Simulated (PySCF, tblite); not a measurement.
# C₆H₁₅BOSi: geometry, infrared bands and NMR shifts

What infrared bands and NMR shifts should C₆H₁₅BOSi (`CC[Si@H]1CCCCBO1`) show?

The runs use tblite 0.8.0 and PySCF 2.14.0, with density-fitted response routines of our own; the level of theory stands in each step. All values are computed, except where a source is named. Atoms are numbered from 0 throughout.

## Step 1: The molecule as given

24 atoms, charge 0, multiplicity 1; geometry from: force field or distance geometry start.

Bonds of the start (Å): C0–C1 1.54, C1–Si2 1.86, Si2–C3 1.87, C3–C4 1.54, C4–C5 1.55, C5–C6 1.54, C6–B7 1.60, B7–O8 1.46, O8–Si2 1.72, C0–H9 1.10, C0–H10 1.11, C0–H11 1.11, C1–H12 1.09, C1–H13 1.11, Si2–H14 1.46, C3–H15 1.12, C3–H16 1.12, C4–H17 1.12, C4–H18 1.11, C5–H19 1.11, C5–H20 1.12, C6–H21 1.11, C6–H22 1.10, B7–H23 1.19.

## Step 2: Geometry optimisation with GFN2-xTB

The job: settings as JSON, then the geometry in Å.

```
{"job": {"kind": "relax", "xc": "GFN2-xTB", "basis": "xTB"}, "charge": 0, "multiplicity": 1}
C      3.440200    -0.177300     0.260800
C      2.461600     0.843000    -0.349900
Si     0.768800     0.095200    -0.565100
C      0.013400    -0.300900     1.097300
C     -1.420300    -0.848700     1.008700
C     -2.433600     0.186400     0.449700
C     -2.636100     0.086200    -1.071600
B     -1.345600     0.505600    -1.921100
O     -0.247900     1.258200    -1.328700
H      4.434100     0.283300     0.358900
H      3.088000    -0.483900     1.271200
H      3.506000    -1.073400    -0.389000
H      2.840900     1.168500    -1.320300
H      2.394100     1.723000     0.323000
H      0.876400    -1.118000    -1.376400
H      0.028800     0.605400     1.750700
H      0.654100    -1.072700     1.593900
H     -1.433800    -1.784600     0.394800
H     -1.739800    -1.128100     2.033400
H     -3.407800    -0.004800     0.938200
H     -2.140200     1.228800     0.740600
H     -2.916700    -0.956200    -1.332000
H     -3.471300     0.751100    -1.355700
H     -1.325300     0.233600    -3.078400
```

Launch:

```console
$ OMP_NUM_THREADS=1 python probes_run.py task.json out
```

The driver reads the jobs from task.json and runs them one after another.

**Question.** This job is followed by: GFN2-xTB harmonic vibrations, gas phase; GIAO PBE0/pcSseg-1 NMR shielding, non-relativistic, gas phase. What will the session give for the following? strongest single infrared mode (GFN2-xTB); zero-point energy (GFN2-xTB); 13C shifts against TMS (PBE0/pcSseg-1); 1H shifts against TMS (PBE0/pcSseg-1, means over atoms taken as alike); 29Si shifts against TMS (PBE0/pcSseg-1); 11B shifts against BF3·OEt2 (PBE0/pcSseg-1); 17O shifts against H2O (PBE0/pcSseg-1).

As calculated:

```
                                                              quantity                                                                             value
                             strongest single infrared mode (GFN2-xTB)                                                             1374 cm⁻¹, 539 km/mol
                                          zero-point energy (GFN2-xTB)                                                                    126.9 kcal/mol
                                13C shifts against TMS (PBE0/pcSseg-1)                                             32.1, 29.8, 29.1, 21.0, 14.0, 7.3 ppm
1H shifts against TMS (PBE0/pcSseg-1, means over atoms taken as alike)  5.58, 5.18, 2.29, 2.01, 1.48, 1.25, 1.10, 1.09, 0.99, 0.98, 0.88, 0.87, 0.83 ppm
                               29Si shifts against TMS (PBE0/pcSseg-1)                                                                           0.6 ppm
                           11B shifts against BF3·OEt2 (PBE0/pcSseg-1)                                                                          49.3 ppm
                                17O shifts against H2O (PBE0/pcSseg-1)                                                                         202.8 ppm
```

In words: The optimisation took 182 steps and gained 0.921 eV; among the close pairs (by a distance rule), B7–O8 changed most, from 1.457 to 1.320 Å. No mode is imaginary among the 66: a minimum at this level. The strongest single mode, at 1374 cm⁻¹, moves mainly B7 and O8. Unscaled tight-binding wavenumbers are off by several per cent, some by more. Its intensities can rank the bands wrongly. At PBE0/pcSseg-1: The largest span, 361 ppm, is at O8, where the paramagnetic term is -266 ppm.
